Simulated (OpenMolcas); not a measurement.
**Ta⁴⁺ among point charges: CASSCF and CASPT2 levels and susceptibility**

Aim: the splitting of the states of Ta⁴⁺ in the field of 6 point charges, its lowest levels with spin-orbit coupling and its magnetic susceptibility.

Method: state-averaged CASSCF and CASPT2, spin-orbit coupling by RASSI with atomic mean-field integrals. Code: OpenMolcas 26.06.

## Step 1: Starting point

```
Species                           : Ta⁴⁺ (tantalum, Z = 73, 69 electrons)
Basis                             : ANO-RCC-VTZP [8s7p5d3f2g1h], 104 functions
Scalar Hamiltonian                : DKH2, point nucleus
Inactive shells                   : 1s 2s 2p 3s 3p 3d 4s 4p 4d 4f 5s 5p
Active space                      : 1 electron in 5 orbitals (5d)
Some configurations of this space : 5d
Orbitals                          : optimised for each spin and parity, averaged over all roots
```

Outer shells as boxes (Hund's rule):

5d
```
5d [↑ ][  ][  ][  ][  ]
```

The ion sits among 6 point charges of -1.7 e arranged as a trigonal antiprism (D3d), 2.21 Å from the ion, with a polar angle of 53.6° against the regular 54.74°.

The work runs as a chain of OpenMolcas steps in one folder; each step below is one input file. Labels, J, g values, rates, χT and fits are worked out afterwards by a script from the matrices that RASSI stores. The input lists half of the charges; inversion (Group=XYZ) makes the rest.

## Step 2: One- and two-electron integrals

a.inp

```
&GATEWAY
Coord
1

Ta 0.0 0.0 0.0
Basis=ANO-RCC-VTZP
Group=XYZ
NoMove
AngMom=0.0 0.0 0.0
AMFI
XField
3 Angstrom 0
0.000000 1.779751 1.310186 -1.700000
1.541310 -0.889875 1.310186 -1.700000
1.541310 0.889875 -1.310186 -1.700000
&SEWARD
```

Run with:

```console
$ OMP_NUM_THREADS=1 MOLCAS_MEM=1689 MOLCAS_PROJECT=a pymolcas a.inp > a.log
```

## Step 3: CASSCF: doublets of even parity, 5 roots

a.inp

```
&RASSCF
FileOrb=start.orb
Symmetry=1
Spin=2
nActEl=1 0 0
Inactive=15 19
Ras2=5 0
CIRoot=5 5 1
SDav=5
CIMx=300
Iter=120 100
PrWF=0.3
OrbListing=Nothing
MaxOrb=0
>>> COPY $Project.JobIph JOB001
```

start.orb holds the contracted functions of the basis, ordered by shell, or the orbitals of the step before.

## Step 4: RASSI: spin-orbit coupling between the states

a.inp

```
&RASSI
NrOfJobIphs=1 5
1 2 3 4 5
IphNames
JOB001
EJob
SpinOrbit
DIPRint=1.0
SOCoupling=1000.0
Subsets=2
Property=9
'ANGMOM' 1 'ANGMOM' 2 'ANGMOM' 3 'MLTPL  1' 1 'MLTPL  1' 2 'MLTPL  1' 3
'AMFI' 1 'AMFI' 2 'AMFI' 3
SOProperty=3
'ANGMOM' 1 'ANGMOM' 2 'ANGMOM' 3
```

## Step 5: CASPT2: IPEA 0.25, imaginary shift 0.1 (closed shells correlated: 4f 5s 5p)

a.inp

```
>>> COPY JOB001 $Project.JobIph
&CASPT2
Multistate=5 1 2 3 4 5
NoMult
Frozen=14 9
IPEA=0.25
Imaginary=0.1
MaxIter=60
WThr=0.0 0.3 0.05
PrWF=0.5
NoMix
```

(Steps that only read results are left out.)

Before running it: what results should come out? Wanted: spin-free ground state; first state of the same spin within the active space; lowest level; next level.

The runs gave:

| quantity | value |
| --- | --- |
| method | SS-CASPT2, IPEA 0.25, imaginary shift 0.1 (closed shells correlated: 4f 5s 5p) |
| spin-free ground state | 2E, 2-fold in its orbital part |
| first state of the same spin within the active space | 2A1 at 1160 cm⁻¹ |
| lowest level | 2-fold E3/2, g = 0.00, 0.00, 1.47 |
| next level | 1037.4 cm⁻¹ |
| χT at 300 K | 0.11 cm³ K/mol |
| effective moment at 300 K | 0.95 μB |

Cost by method:

```
                                                 method  time of its own steps  time with the reference
                                              A. CASSCF                  3.2 s                    3.2 s
B. SS-CASPT2, IPEA 0.25, imaginary shift 0.1, +4f 5s 5p                  2.4 s                    5.6 s
```

Times are of one thread on a shared host.

In words: The spin-free ground state (2E) comes to 100 % from free-ion D terms and keeps the highest spin of the shell. χT at 300 K is 0.11, against 0.38 cm³ K/mol for the spin alone, so orbital moment lowers it. CASPT2 does not keep the components of a term degenerate, and the means are used. The field of point charges can differ much from that of real complexes. Point charges carry no covalency, so the field is a model and not that of real ligands.
